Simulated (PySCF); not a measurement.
# C3H3BN2O2: the cost of one run

Computed with PySCF 2.14.0, with density-fitted response routines of our own, on a single molecule in the gas phase. Atoms are numbered from 0 throughout.

## 1. Starting geometry

11 atoms, charge 0, multiplicity 1; geometry from: GFN2-xTB. The atoms were then displaced at random by about 0.01 Å, so the start is not that level's minimum.

Bonds of the start (Å): N0–C1 1.16, C1–C2 1.46, C2–O3 1.36, O3–B4 1.39, B4–O5 1.33, B4–C6 1.56, C6–N7 1.15, C2–H8 1.10, C2–H9 1.10, O5–H10 0.96.

## 2. Relaxing the molecule at PBE0-D3(BJ)/def2-SVP

Job settings and geometry (Å):

```
{"job": {"xc": "PBE0", "basis": "def2-SVP", "d3": "d3bj", "grid": 1, "shake": 0.01, "kind": "geom"}, "charge": 0, "multiplicity": 1}
N      2.234790    -0.257830     2.166360
C      1.798760    -0.070200     1.107660
C      1.236640     0.115220    -0.232000
O      0.165550    -0.708820    -0.418680
B     -1.162930    -0.309500    -0.323210
O     -2.148790    -1.188550    -0.471540
C     -1.517910     1.181430    -0.059550
N     -1.711010     2.303760     0.109520
H      1.006960     1.186350    -0.334240
H      2.014580    -0.175880    -0.950380
H     -1.878520    -2.101810    -0.609600
```

On the command line:

```
OMP_NUM_THREADS=1 python probes_run.py task.json out
```

One launch serves the whole session: the jobs run in the order shown.

**Question.** How long does this first job take on 1 thread of Arm Neoverse V1, shared host, and how much memory does it need?

About 85 s, with a peak of 0.52 GiB.
